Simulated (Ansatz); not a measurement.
# Si2P3: the cost of one run

Program: Ansatz 0.2.0. Level of theory: DFT PBE, scalar-relativistic, plane waves, PAW. These are calculated values, not measurements.

## 1. The structure to begin with

Symmetry: R-3m, No. 166, trigonal system. The conventional cell has a = 3.591 Å, b = 3.591 Å, c = 52.270 Å, α = 90.00°, β = 90.00°, γ = 120.00°. Si (site symmetry 3m) is surrounded by 4 P at 2.25 to 2.30 Å. Around Si (site symmetry 3m) lie 6 P at 2.38 to 2.41 Å. P (site symmetry 3m) is surrounded by 3 Si at 2.30 Å. P (site symmetry 3m) has 1 P at 2.15 Å and 3 Si at 2.41 Å as nearest neighbours. P (site symmetry 3m) has 4 Si at 2.25 to 2.38 Å as nearest neighbours.

As a file:

```
Si P
1.0
     1.79526    1.03650   17.42317
    -1.79526    1.03650   17.42317
     0.00000   -2.07299   17.42317
Si P
4 6
Direct
  0.72386 0.72386 0.72386
  0.87723 0.87723 0.87723
  0.12277 0.12277 0.12277
  0.27614 0.27614 0.27614
  0.37164 0.37164 0.37164
  0.52057 0.52057 0.52057
  0.47943 0.47943 0.47943
  0.62836 0.62836 0.62836
  0.76689 0.76689 0.76689
  0.23311 0.23311 0.23311
```

The start is the relaxed end of an invented cell (made as: species swapped into a database cell of Mg2C3 (C2/m, No. 12)), taken up again for a closer look.

## 2. A first look at the guess

input.yaml

```yaml
crystal:
  lattice:
    - [1.7952643, 1.0364963, 17.4231697]
    - [-1.7952643, 1.0364963, 17.4231697]
    - [0.0, -2.0729927, 17.4231697]
  atoms:
    - { symbol: Si, position: [0.72386, 0.72386, 0.72386] }
    - { symbol: Si, position: [0.877234, 0.877234, 0.877234] }
    - { symbol: Si, position: [0.122766, 0.122766, 0.122766] }
    - { symbol: Si, position: [0.27614, 0.27614, 0.27614] }
    - { symbol: P, position: [0.3716363, 0.3716363, 0.3716363] }
    - { symbol: P, position: [0.520569, 0.520569, 0.520569] }
    - { symbol: P, position: [0.479431, 0.479431, 0.479431] }
    - { symbol: P, position: [0.6283637, 0.6283637, 0.6283637] }
    - { symbol: P, position: [0.7668893, 0.7668893, 0.7668893] }
    - { symbol: P, position: [0.2331107, 0.2331107, 0.2331107] }
basis:
  ecutwfc: 420
kpoints:
  mp_grid: { grid: [6, 6, 6] }
hamiltonian:
  xc: pbe
scf:
  occupations: { method: gaussian, width: 0.1 }
  lower_state_search: "off"
output:
  forces: true
  stress: true
  eigenvalues: true
```

Started as:

```console
$ ansatz run input.yaml --threads 4 --pin off --max-ram 8192MiB --backend cpu --events-out ev --progress --plain --runs-dir out
```

Q: Estimate wall time and peak memory on 4 threads of Intel Xeon 6975P-C (Granite Rapids), shared host.

About 2 s, with a peak of 0.66 GiB.
